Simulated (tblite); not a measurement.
# CH10NPSi2: the cost of one run

Programs: tblite 0.8.0 and PySCF 2.14.0. All values are calculated, for the isolated system unless a continuum is named. Atoms count from 0, parts from 1.

## Step 1: The system as given

15 atoms, charge 0, multiplicity 1; geometry: distance geometry start.

## Step 2: Relaxing the cluster with GFN2-xTB

What the job is given:

```
{"job": {"kind": "relax", "xc": "GFN2-xTB", "basis": "xTB"}, "charge": 0, "multiplicity": 1}
Si    -0.200900    -0.663821     0.248809
C      1.332898    -1.432789     0.897499
N     -1.588196    -1.836255     0.366765
P     -0.664322     1.127836     1.429914
Si    -0.598622     3.031806     0.331952
H      0.004665    -0.275518    -1.119940
H      1.371607    -2.441467     0.605129
H      1.314354    -1.389593     1.923920
H      2.181450    -0.921894     0.532260
H     -2.491843    -1.447734     0.614599
H     -1.595040    -2.569151    -0.332440
H     -0.145610     1.146119     2.687459
H      0.059402     4.003497     1.144170
H      0.111654     2.852014    -0.853525
H     -1.923600     3.435359     0.068338
```

Method: GFN2-xTB geometry optimisation, gas phase.

The run is started by

```
$ OMP_NUM_THREADS=1 python cluster_run.py task.json out
```

The driver reads the jobs from task.json and runs them one after another.

**Question.** How long does this first job take on 1 thread of AMD EPYC 7R43, shared host?

About 6.5 s.
